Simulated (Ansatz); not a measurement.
# SnO (Romarchite): the cost of one run

Program: Ansatz 0.2.0. Level of theory: DFT, PBE, plane-wave PAW, default files, scalar-relativistic, as far as a step names no other. These are calculated values, not measurements.

### 1 Starting point

Symmetry: P4/nmm, No. 129, tetragonal system. The conventional cell has a = 3.799 Å, b = 3.799 Å, c = 4.841 Å, α = 90.00°, β = 90.00°, γ = 90.00°. Sn (site symmetry 4mm) has 4 O at 2.23 Å as nearest neighbours. Around O (site symmetry -4m2) lie 4 Sn at 2.23 Å.

Coordinates:

```
Sn O
1.0
     3.79860    0.00000    0.00000
     0.00000    3.79860    0.00000
     0.00000    0.00000    4.84080
Sn O
2 2
Direct
  0.50000 0.00000 0.24204
  0.00000 0.50000 0.75796
  0.00000 0.00000 0.00000
  0.50000 0.50000 0.00000
```

The earlier run gave: gap on the mesh 0.31 eV, largest force 0.006 eV/Å, pressure 3.3 GPa.

Site by site (atoms counted from 1):

| site | atoms | first shell | V_zz (10²¹ V/m²) | η | C_Q (MHz) |
| --- | --- | --- | --- | --- | --- |
| Sn | 1, 2 | 4 O at 2.23 Å | -17.83 | 0.00 | – |
| O | 3, 4 | 4 Sn at 2.23 Å | 0.61 | 0.00 | -0.379 (¹⁷O) |

Conventions: |V_zz| ≥ |V_yy| ≥ |V_xx|, η = (V_xx − V_yy)/V_zz, C_Q = eQV_zz/h. Nuclear quadrupole moments: year-2017 set (Pyykkö). A dash under C_Q marks elements without a common quadrupolar isotope.

### 2 Trying other settings (scf.occupations.method = gaussian, scf.occupations.width = 0.2, scf.lower_state_search = light)

File input.yaml:

```yaml
crystal:
  lattice:
    - [3.7986, 0.0, 0.0]
    - [0.0, 3.7986, 0.0]
    - [0.0, 0.0, 4.8408]
  atoms:
    - { symbol: Sn, position: [0.5, 0.0, 0.24204085] }
    - { symbol: Sn, position: [0.0, 0.5, 0.75795915] }
    - { symbol: O, position: [0.0, 0.0, 0.0] }
    - { symbol: O, position: [0.5, 0.5, 0.0] }
kpoints:
  mp_grid: { grid: [5, 5, 4] }
scf:
  occupations: { method: gaussian, width: 0.2 }
  lower_state_search: light
hamiltonian:
  xc: pbe
  pseudopotentials: { kind: paw }
output:
  forces: true
  stress: true
  populations: true
  efg:
    quadrupole_moments_barn: { Sn: -0.132, O: -0.02558 }
    contact_densities: true
```

Launch:

```bash
> ansatz run input.yaml --threads 1 --pin off --max-ram 3072MiB --backend cpu --events-out ev --progress --plain --runs-dir out
```

Q: Estimate wall time and peak memory on 1 thread of Arm Neoverse V1, shared host.

About 3.6 s, with a peak of 0.37 GiB.
